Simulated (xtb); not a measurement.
**C2H11Si3 (SMILES [SiH2]C([SiH3])C[SiH3]): GFN2-xTB**

Aim: energy and forces of C2H11Si3. 

The calculation is run with xtb 6.7.1.

8 further runs of the same task are left out: 8 set aside as unsound or not needed.

## 1. The molecule

C2H11Si3: 16 atoms, total charge 0, spin state doublet. As SMILES, `[SiH2]C([SiH3])C[SiH3]`. Geometry: optimised at GFN2-xTB. This is one conformer, not always the lowest.

Bond lengths: Si1–C2 1.903 Å, C2–Si3 1.908 Å, C2–C4 1.534 Å, C4–Si5 1.903 Å, Si1–H6 1.462 Å, Si1–H7 1.462 Å, C2–H8 1.098 Å, Si3–H9 1.464 Å, Si3–H10 1.468 Å, Si3–H11 1.463 Å, C4–H12 1.096 Å, C4–H13 1.093 Å, Si5–H14 1.466 Å, Si5–H15 1.465 Å, Si5–H16 1.464 Å. Some angles: Si1–C2–Si3 108.9°, Si1–C2–C4 114.1°, Si3–C2–C4 110.6°, C2–C4–Si5 115.4°, Si1–C2–H8 107.1°, Si3–C2–H8 107.7°, C4–C2–H8 108.1°, C2–Si1–H6 114.8°, C2–Si1–H7 111.3°, C2–Si3–H9 108.6°.

## 2. Energy and forces at GFN2-xTB

Contents of struc.xyz:

```xyz
16
C2H11Si3
Si     0.35850     1.70172    -1.03687
C      0.44478    -0.07982    -0.37273
Si     2.26650    -0.51570    -0.00944
C     -0.42835    -0.33163     0.86314
Si    -2.30596    -0.32334     0.55335
H     -0.99187     2.25000    -1.14610
H      1.08500     1.83422    -2.29909
H      0.09657    -0.74176    -1.17639
H      2.74276     0.33947     1.07985
H      2.38268    -1.92153     0.39617
H      3.07867    -0.29746    -1.20704
H     -0.17180    -1.31011     1.28393
H     -0.17809     0.39801     1.63764
H     -2.59967    -1.14165    -0.62688
H     -2.97692    -0.89690     1.72231
H     -2.80280     1.03646     0.33815
```

Started as:

```
xtb -c 0 --uhf 1 --grad --gfn 2 --acc 0.1 -- struc.xyz > run.log 2> xtb.err
```

**Question.** What will come out? Wanted: total energy; dipole moment; HOMO energy; LUMO energy; dispersion energy; largest force on an atom; mean polarisability.

Answer, from the run:

At GFN2-xTB:

```
                      quantity          value
                  total energy   -14.99765 Eh
                 dipole moment         0.25 D
   HOMO energy (partly filled)       -7.48 eV
                   LUMO energy       -5.07 eV
             dispersion energy  -36.71 kJ/mol
      largest force on an atom     0.002 eV/Å
mean polarisability (D4 model)    120.3 bohr³
```

What this shows: Mulliken charges run from -0.20 on C2 to +0.45 on Si3.
